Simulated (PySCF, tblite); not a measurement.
# C2H7Al2Cl2F: geometry, infrared bands and NMR shifts

What infrared bands and NMR shifts should C2H7Al2Cl2F (`[CH3][Al-]1([CH3])[Cl+][AlH-]([F])[Cl+]1`) show?

Computed with tblite 0.8.0 and PySCF 2.14.0, with density-fitted response routines of our own, on a single molecule in the gas phase. Atoms are numbered from 0 throughout.

## (1) The starting structure

14 atoms, charge 0, multiplicity 1; geometry from: force field or distance geometry start.

Bonds of the start (Å): C0–Al1 1.95, Al1–C2 1.99, Al1–Cl3 2.22, Cl3–Al4 2.22, Al4–F5 1.80, Al4–Cl6 2.20, Cl6–Al1 2.23, C0–H7 1.12, C0–H8 1.12, C0–H9 1.13, C2–H10 1.11, C2–H11 1.10, C2–H12 1.13, Al4–H13 1.60.

## (2) Optimising the geometry with GFN2-xTB

Job settings and geometry (Å):

```
{"job": {"kind": "relax", "xc": "GFN2-xTB", "basis": "xTB"}, "charge": 0, "multiplicity": 1}
C     -2.078900     0.856200    -0.117500
Al    -0.355500    -0.052200     0.000800
C     -0.368400    -2.038200     0.026600
Cl     1.033200     0.710700    -1.551100
Al     2.468700     1.095200     0.104000
F      2.982600     2.812300     0.207300
Cl     0.974200     0.644200     1.648800
H     -2.040000     1.529700    -1.011800
H     -2.291200     1.550000     0.736700
H     -2.950200     0.166400    -0.300800
H      0.393900    -2.408200     0.739800
H     -0.100400    -2.452000    -0.961500
H     -1.344800    -2.458600     0.400500
H      3.676000     0.044100     0.056100
```

Launch:

```console
> OMP_NUM_THREADS=1 python probes_run.py task.json out
```

The driver reads the jobs from task.json and runs them one after another.

**Question.** This job is followed by: GFN2-xTB harmonic vibrations, gas phase; GIAO PBE0/pcSseg-1 NMR shielding, non-relativistic, gas phase. Predict these results of the whole session: strongest single infrared mode (GFN2-xTB); zero-point energy (GFN2-xTB); 13C shifts against TMS (PBE0/pcSseg-1); 1H shifts against TMS (PBE0/pcSseg-1, means over atoms taken as alike); 27Al shifts against AlH4- (PBE0/pcSseg-1); 35Cl shifts against HCl (PBE0/pcSseg-1, means over atoms taken as alike); 19F shifts against CFCl3 (PBE0/pcSseg-1).

As calculated:

| quantity | value |
| --- | --- |
| strongest single infrared mode (GFN2-xTB) | 619 cm⁻¹, 367 km/mol |
| zero-point energy (GFN2-xTB) | 51.2 kcal/mol |
| 13C shifts against TMS (PBE0/pcSseg-1) | -2.9, -4.3 ppm |
| 1H shifts against TMS (PBE0/pcSseg-1, means over atoms taken as alike) | 4.03, 0.15, 0.11 ppm |
| 27Al shifts against AlH4- (PBE0/pcSseg-1) | 97.7, 25.8 ppm |
| 35Cl shifts against HCl (PBE0/pcSseg-1, means over atoms taken as alike) | 75 ppm |
| 19F shifts against CFCl3 (PBE0/pcSseg-1) | -169.0 ppm |

Relaxing lowered the energy by 0.573 eV in 102 steps; the close pair that moved most is Al4–F5, from 1.795 to 1.650 Å. The lowest mode is imaginary (64i cm⁻¹), so the xTB geometry is not a minimum. The strongest single mode, at 619 cm⁻¹, moves mainly H13. GFN2-xTB is a fitted tight-binding method: band positions and strengths are rough. Its intensities can rank the bands wrongly. At PBE0/pcSseg-1: Shielding is most anisotropic at Al1 (span 257 ppm, paramagnetic term -405 ppm).
